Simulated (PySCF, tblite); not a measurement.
**C2H13B2NSi2: geometry, infrared bands and NMR shifts**

Aim: predict the infrared bands and NMR shifts of C2H13B2NSi2 (`CB[Si@@H](BN)C[SiH3]`).

The runs use tblite 0.8.0 and PySCF 2.14.0, with density-fitted response routines of our own; the level of theory stands in each step. All values are computed, except where a source is named. Atoms count from 0, in the outputs and in this text.

## (1) Starting geometry

20 atoms, charge 0, multiplicity 1; geometry from: force field or distance geometry start.

Bonds of the start (Å): C0–B1 1.57, B1–Si2 1.95, Si2–B3 1.94, B3–N4 1.52, Si2–C5 1.83, C5–Si6 1.85, C0–H7 1.12, C0–H8 1.11, C0–H9 1.14, B1–H10 1.20, Si2–H11 1.49, B3–H12 1.20, N4–H13 1.05, N4–H14 1.06, C5–H15 1.13, C5–H16 1.11, Si6–H17 1.44, Si6–H18 1.47, Si6–H19 1.50.

## (2) Optimising the geometry with GFN2-xTB

The job: settings as JSON, then the geometry in Å.

```
{"job": {"kind": "relax", "xc": "GFN2-xTB", "basis": "xTB"}, "charge": 0, "multiplicity": 1}
C     -0.935800     2.308900    -0.149400
B     -0.697700     1.469200     1.161400
Si    -0.263900    -0.424500     1.067800
B     -1.521800    -1.256200    -0.147900
N     -1.112600    -2.352700    -1.121600
C      1.494300    -0.797300     0.716300
Si     2.277400     0.175300    -0.642500
H     -1.251700     1.650400    -0.994300
H     -0.039200     2.899600    -0.433800
H     -1.767600     3.063500     0.022400
H     -1.403600     1.786900     2.084000
H     -0.550500    -1.012600     2.405900
H     -2.672300    -1.269600     0.198300
H     -1.877500    -3.072100    -1.141600
H     -1.096100    -1.902700    -2.083500
H      2.122000    -0.642200     1.646300
H      1.627400    -1.873500     0.460700
H      1.958800     1.579600    -0.662700
H      1.949500    -0.401100    -1.952400
H      3.755900     0.081700    -0.436500
```

Launch:

```bash
OMP_NUM_THREADS=1 python probes_run.py task.json out
```

This one command runs all jobs of the session in turn.

**Question.** This job is followed by: GFN2-xTB harmonic vibrations, gas phase; GIAO PBE0/pcSseg-1 NMR shielding, non-relativistic, gas phase. Predict these results of the whole session: strongest single infrared mode (GFN2-xTB); zero-point energy (GFN2-xTB); 13C shifts against TMS (PBE0/pcSseg-1); 1H shifts against TMS (PBE0/pcSseg-1, means over atoms taken as alike); 11B shifts against BF3·OEt2 (PBE0/pcSseg-1); 29Si shifts against TMS (PBE0/pcSseg-1); 15N shifts against NH3 (PBE0/pcSseg-1).

As calculated:

```
                                                              quantity                                                  value
                             strongest single infrared mode (GFN2-xTB)                                  1980 cm⁻¹, 503 km/mol
                                          zero-point energy (GFN2-xTB)                                          92.1 kcal/mol
                                13C shifts against TMS (PBE0/pcSseg-1)                                        24.8, -16.9 ppm
1H shifts against TMS (PBE0/pcSseg-1, means over atoms taken as alike)  10.56, 5.59, 5.41, 4.38, 4.08, 1.64, -0.09, -0.12 ppm
                           11B shifts against BF3·OEt2 (PBE0/pcSseg-1)                                        117.0, 44.8 ppm
                               29Si shifts against TMS (PBE0/pcSseg-1)                                       -71.9, -75.1 ppm
                                15N shifts against NH3 (PBE0/pcSseg-1)                                              140.0 ppm
```

**Reading.** Relaxing lowered the energy by 1.705 eV in 133 steps; the close pair that moved most is B3–N4, from 1.522 to 1.379 Å. No mode is imaginary among the 54: a minimum at this level. The strongest single mode, at 1980 cm⁻¹, moves mainly H11. GFN2-xTB is a fitted tight-binding method: band positions and strengths are rough. Its intensities can rank the bands wrongly. At PBE0/pcSseg-1: The widest tensor belongs to B1: span 274 ppm, with a paramagnetic part of -212 ppm.
